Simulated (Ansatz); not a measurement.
# Nudged elastic band run: Zn$_{6}$InO$_{8}$, charge +1

input.yaml

```yaml
crystal:
  lattice:
    - [-3.2494, -5.628126, 0.0]
    - [4.8741, -2.814063, 0.0]
    - [0.0, 0.0, 5.2038]
  atoms:
    - { symbol: Zn, position: [0.51056495, 0.33443139, -0.00074942] }
    - { symbol: Zn, position: [0.50150641, 0.66992402, 0.50553109] }
    - { symbol: O, position: [0.4992525, 0.34089559, 0.37559185] }
    - { symbol: O, position: [0.48728295, 0.65071098, 0.87076129] }
    - { symbol: Zn, position: [0.26556919, 0.83224371, 0.00355105] }
    - { symbol: Zn, position: [0.25757501, 0.17287532, 0.50680219] }
    - { symbol: O, position: [0.25445734, 0.84137606, 0.38257416] }
    - { symbol: O, position: [0.25870933, 0.16214449, 0.88664684] }
    - { symbol: Zn, position: [0.00170886, 0.31986911, -0.00155708] }
    - { symbol: In, position: [-0.01571104, 0.67342685, 0.50764534] }
    - { symbol: O, position: [-0.00062511, 0.31928767, 0.38120667] }
    - { symbol: O, position: [0.02590682, 0.65165483, 0.90225153] }
    - { symbol: Zn, position: [0.74021652, 0.1607977, 0.50166114] }
    - { symbol: O, position: [0.73003836, 0.84396899, 0.3753595] }
    - { symbol: O, position: [0.75266692, 0.19163237, 0.86724066] }
total_charge: 1
basis:
  ecutwfc: 420.0
kpoints:
  mp_grid: { grid: [2, 2, 2] }
hamiltonian:
  xc: pbe
  pseudopotentials: { kind: paw, azcp: { folder: soft_1 } }
scf:
  occupations: { method: fermi_dirac, width: 0.05 }
  lower_state_search: "off"
neb:
  images: 3
  f_tol: 0.03
  initial_path: idpp
  max_iterations: 43
  optimiser: lbfgs
  spring: 10.0
  final_atoms:
    - { symbol: Zn, position: [0.49335753, 0.32726074, 0.00641494] }
    - { symbol: Zn, position: [0.48628429, 0.66775781, 0.50270108] }
    - { symbol: O, position: [0.49281229, 0.33764382, 0.38644753] }
    - { symbol: O, position: [0.49638068, 0.65865166, 0.88199392] }
    - { symbol: Zn, position: [0.2493287, 0.82985629, 0.00549663] }
    - { symbol: Zn, position: [0.24094313, 0.16520922, 0.49929183] }
    - { symbol: O, position: [0.26414158, 0.84891572, 0.37068992] }
    - { symbol: O, position: [0.25170754, 0.15895244, 0.8756572] }
    - { symbol: Zn, position: [0.01104059, 0.33904855, 0.00238558] }
    - { symbol: In, position: [-0.23356213, 0.82663996, 0.0070462] }
    - { symbol: O, position: [-0.00119722, 0.30844913, 0.36791501] }
    - { symbol: O, position: [0.02086322, 0.65581053, 0.87563762] }
    - { symbol: Zn, position: [0.74975973, 0.18001854, 0.49875254] }
    - { symbol: O, position: [0.72633045, 0.84809503, 0.40213251] }
    - { symbol: O, position: [0.75180954, 0.1810238, 0.88143751] }
  order_check: true
```

Launched with:

```bash
$ ansatz run input.yaml --threads 1 --pin off --max-ram 3072MiB --backend cpu --events-out ev --progress --plain --runs-dir out
```

Output, in part (warnings, iteration lines):

```
NEB end point (image 0): max|allowed force component| = 6.919e-3 eV/Å (the criterion of neb.relax_end_points is 1.000e-2)
NEB end point (image 4): max|allowed force component| = 1.467e-2 eV/Å (the criterion of neb.relax_end_points is 1.000e-2)
NEB iter   1: max|band force component| = 6.776e0 eV/Å  barrier→ = 3.0266 eV  barrier← = 3.0265 eV  Δτ_max = 0.1327 Å  (75 SCF iters)
NEB iter   2: max|band force component| = 1.885e0 eV/Å  barrier→ = 2.0543 eV  barrier← = 2.0541 eV  Δτ_max = 0.0638 Å  (34 SCF iters)
NEB iter   3: max|band force component| = 1.437e0 eV/Å  barrier→ = 1.7067 eV  barrier← = 1.7066 eV  Δτ_max = 0.1113 Å  (32 SCF iters)
NEB iter   4: max|band force component| = 2.202e0 eV/Å  barrier→ = 1.4177 eV  barrier← = 1.4175 eV  Δτ_max = 0.0444 Å  (36 SCF iters)
NEB iter   5: max|band force component| = 8.971e-1 eV/Å  barrier→ = 1.2642 eV  barrier← = 1.2640 eV  Δτ_max = 0.0397 Å  (29 SCF iters)
NEB iter   6: max|band force component| = 5.938e-1 eV/Å  barrier→ = 1.2021 eV  barrier← = 1.2019 eV  Δτ_max = 0.0364 Å  (31 SCF iters)
NEB iter   7: max|band force component| = 8.003e-1 eV/Å  barrier→ = 1.1506 eV  barrier← = 1.1505 eV  Δτ_max = 0.0185 Å  (29 SCF iters)
NEB iter   8: max|band force component| = 9.900e-1 eV/Å  barrier→ = 1.1169 eV  barrier← = 1.1168 eV  CI = image 2  Δτ_max = 0.0160 Å  (25 SCF iters)
NEB iter   9: max|band force component| = 8.237e-1 eV/Å  barrier→ = 1.1245 eV  barrier← = 1.1243 eV  CI = image 2  Δτ_max = 0.2000 Å  (23 SCF iters)
NEB iter  10: max|band force component| = 1.257e0 eV/Å  barrier→ = 1.2353 eV  barrier← = 1.2351 eV  CI = image 2  Δτ_max = 0.0250 Å  (33 SCF iters)
NEB iter  11: max|band force component| = 9.826e-1 eV/Å  barrier→ = 1.2083 eV  barrier← = 1.2081 eV  CI = image 2  Δτ_max = 0.0810 Å  (28 SCF iters)
NEB iter  12: max|band force component| = 5.276e-1 eV/Å  barrier→ = 1.2039 eV  barrier← = 1.2037 eV  CI = image 2  Δτ_max = 0.0463 Å  (32 SCF iters)
NEB iter  13: max|band force component| = 5.962e-1 eV/Å  barrier→ = 1.2016 eV  barrier← = 1.2015 eV  CI = image 2  Δτ_max = 0.0091 Å  (29 SCF iters)
NEB iter  14: max|band force component| = 3.310e-1 eV/Å  barrier→ = 1.1963 eV  barrier← = 1.1961 eV  CI = image 2  Δτ_max = 0.0242 Å  (21 SCF iters)
NEB iter  15: max|band force component| = 4.854e-1 eV/Å  barrier→ = 1.1933 eV  barrier← = 1.1931 eV  CI = image 2  Δτ_max = 0.0077 Å  (27 SCF iters)
NEB iter  16: max|band force component| = 2.551e-1 eV/Å  barrier→ = 1.1894 eV  barrier← = 1.1893 eV  CI = image 2  Δτ_max = 0.0235 Å  (22 SCF iters)
NEB iter  17: max|band force component| = 4.474e-1 eV/Å  barrier→ = 1.1863 eV  barrier← = 1.1861 eV  CI = image 2  Δτ_max = 0.0074 Å  (27 SCF iters)
NEB iter  18: max|band force component| = 2.179e-1 eV/Å  barrier→ = 1.1819 eV  barrier← = 1.1817 eV  CI = image 2  Δτ_max = 0.0145 Å  (21 SCF iters)
NEB iter  19: max|band force component| = 3.815e-1 eV/Å  barrier→ = 1.1791 eV  barrier← = 1.1789 eV  CI = image 2  Δτ_max = 0.0061 Å  (25 SCF iters)
NEB iter  20: max|band force component| = 1.874e-1 eV/Å  barrier→ = 1.1759 eV  barrier← = 1.1757 eV  CI = image 2  Δτ_max = 0.0147 Å  (20 SCF iters)
NEB iter  21: max|band force component| = 3.227e-1 eV/Å  barrier→ = 1.1722 eV  barrier← = 1.1720 eV  CI = image 2  Δτ_max = 0.0056 Å  (25 SCF iters)
NEB iter  22: max|band force component| = 1.512e-1 eV/Å  barrier→ = 1.1692 eV  barrier← = 1.1690 eV  CI = image 2  Δτ_max = 0.0117 Å  (19 SCF iters)
NEB iter  23: max|band force component| = 3.140e-1 eV/Å  barrier→ = 1.1660 eV  barrier← = 1.1658 eV  CI = image 2  Δτ_max = 0.0051 Å  (24 SCF iters)
NEB iter  24: max|band force component| = 1.498e-1 eV/Å  barrier→ = 1.1633 eV  barrier← = 1.1632 eV  CI = image 2  Δτ_max = 0.0106 Å  (19 SCF iters)
NEB iter  25: max|band force component| = 2.456e-1 eV/Å  barrier→ = 1.1599 eV  barrier← = 1.1597 eV  CI = image 2  Δτ_max = 0.0045 Å  (24 SCF iters)
NEB iter  26: max|band force component| = 1.167e-1 eV/Å  barrier→ = 1.1577 eV  barrier← = 1.1575 eV  CI = image 2  Δτ_max = 0.0115 Å  (18 SCF iters)
NEB iter  27: max|band force component| = 2.668e-1 eV/Å  barrier→ = 1.1545 eV  barrier← = 1.1543 eV  CI = image 2  Δτ_max = 0.0045 Å  (23 SCF iters)
NEB iter  28: max|band force component| = 1.481e-1 eV/Å  barrier→ = 1.1523 eV  barrier← = 1.1521 eV  CI = image 2  Δτ_max = 0.0101 Å  (18 SCF iters)
NEB iter  29: max|band force component| = 1.953e-1 eV/Å  barrier→ = 1.1493 eV  barrier← = 1.1492 eV  CI = image 2  Δτ_max = 0.0038 Å  (23 SCF iters)
NEB iter  30: max|band force component| = 1.108e-1 eV/Å  barrier→ = 1.1476 eV  barrier← = 1.1475 eV  CI = image 2  Δτ_max = 0.0116 Å  (16 SCF iters)
NEB iter  31: max|band force component| = 2.319e-1 eV/Å  barrier→ = 1.1447 eV  barrier← = 1.1445 eV  CI = image 2  Δτ_max = 0.0040 Å  (21 SCF iters)
NEB iter  32: max|band force component| = 1.420e-1 eV/Å  barrier→ = 1.1429 eV  barrier← = 1.1427 eV  CI = image 2  Δτ_max = 0.0094 Å  (17 SCF iters)
NEB iter  33: max|band force component| = 1.629e-1 eV/Å  barrier→ = 1.1404 eV  barrier← = 1.1403 eV  CI = image 2  Δτ_max = 0.0033 Å  (22 SCF iters)
NEB iter  34: max|band force component| = 1.040e-1 eV/Å  barrier→ = 1.1391 eV  barrier← = 1.1389 eV  CI = image 2  Δτ_max = 0.0114 Å  (15 SCF iters)
NEB iter  35: max|band force component| = 2.041e-1 eV/Å  barrier→ = 1.1365 eV  barrier← = 1.1364 eV  CI = image 2  Δτ_max = 0.0036 Å  (20 SCF iters)
NEB iter  36: max|band force component| = 1.336e-1 eV/Å  barrier→ = 1.1350 eV  barrier← = 1.1349 eV  CI = image 2  Δτ_max = 0.0088 Å  (16 SCF iters)
NEB iter  37: max|band force component| = 1.484e-1 eV/Å  barrier→ = 1.1330 eV  barrier← = 1.1329 eV  CI = image 2  Δτ_max = 0.0029 Å  (21 SCF iters)
NEB iter  38: max|band force component| = 9.668e-2 eV/Å  barrier→ = 1.1319 eV  barrier← = 1.1318 eV  CI = image 2  Δτ_max = 0.0108 Å  (14 SCF iters)
NEB iter  39: max|band force component| = 1.811e-1 eV/Å  barrier→ = 1.1298 eV  barrier← = 1.1296 eV  CI = image 2  Δτ_max = 0.0032 Å  (20 SCF iters)
NEB iter  40: max|band force component| = 1.241e-1 eV/Å  barrier→ = 1.1286 eV  barrier← = 1.1284 eV  CI = image 2  Δτ_max = 0.0081 Å  (15 SCF iters)
NEB iter  41: max|band force component| = 1.348e-1 eV/Å  barrier→ = 1.1269 eV  barrier← = 1.1267 eV  CI = image 2  Δτ_max = 0.0026 Å  (20 SCF iters)
NEB iter  42: max|band force component| = 8.903e-2 eV/Å  barrier→ = 1.1260 eV  barrier← = 1.1259 eV  CI = image 2  Δτ_max = 0.0102 Å  (14 SCF iters)
NEB iter  43: max|band force component| = 1.650e-1 eV/Å  barrier→ = 1.1242 eV  barrier← = 1.1241 eV  CI = image 2  Δτ_max = 0.0029 Å  (20 SCF iters)
Error: NEB band did not converge after 43 iterations: max|band force component| = 1.65e-1 eV/Å (threshold 3.0e-2); raise `neb.max_iterations` in a new run, which can start from the last band evaluated (`neb.initial_path`, with `crystal.atoms` and `neb.final_atoms` set to its first and last images), …
```

It did not converge within its limit. The band didn't meet its force threshold, so its energies are provisional: the largest band force was still 0.17 eV/Å, and over the last iterations the top stayed at 1.13 eV. Limits of this set-up: coarse k mesh, charged cell in a uniform background, uncorrected.

Final band (atoms are numbered from 1 in the order of the input):

```json
{"image": "0", "path coordinate (Å)": "0.00", "energy (eV)": "0.00", "O7–In10 (Å)": "2.10", "In10–O11 (Å)": "2.10", "O4–In10 (Å)": "3.74"}
{"image": "1", "path coordinate (Å)": "1.12", "energy (eV)": "0.54", "O7–In10 (Å)": "2.09", "In10–O11 (Å)": "2.11", "O4–In10 (Å)": "3.67"}
{"image": "2", "path coordinate (Å)": "2.24", "energy (eV)": "1.12", "O7–In10 (Å)": "2.41", "In10–O11 (Å)": "2.59", "O4–In10 (Å)": "2.72"}
{"image": "3", "path coordinate (Å)": "3.03", "energy (eV)": "0.40", "O7–In10 (Å)": "3.16", "In10–O11 (Å)": "3.28", "O4–In10 (Å)": "2.20"}
{"image": "4", "path coordinate (Å)": "3.83", "energy (eV)": "0.00", "O7–In10 (Å)": "3.75", "In10–O11 (Å)": "3.63", "O4–In10 (Å)": "2.10"}
```

The run took 18 min on 1 thread of Arm Neoverse V1, with other jobs on the host, peak memory 0.67 GiB.
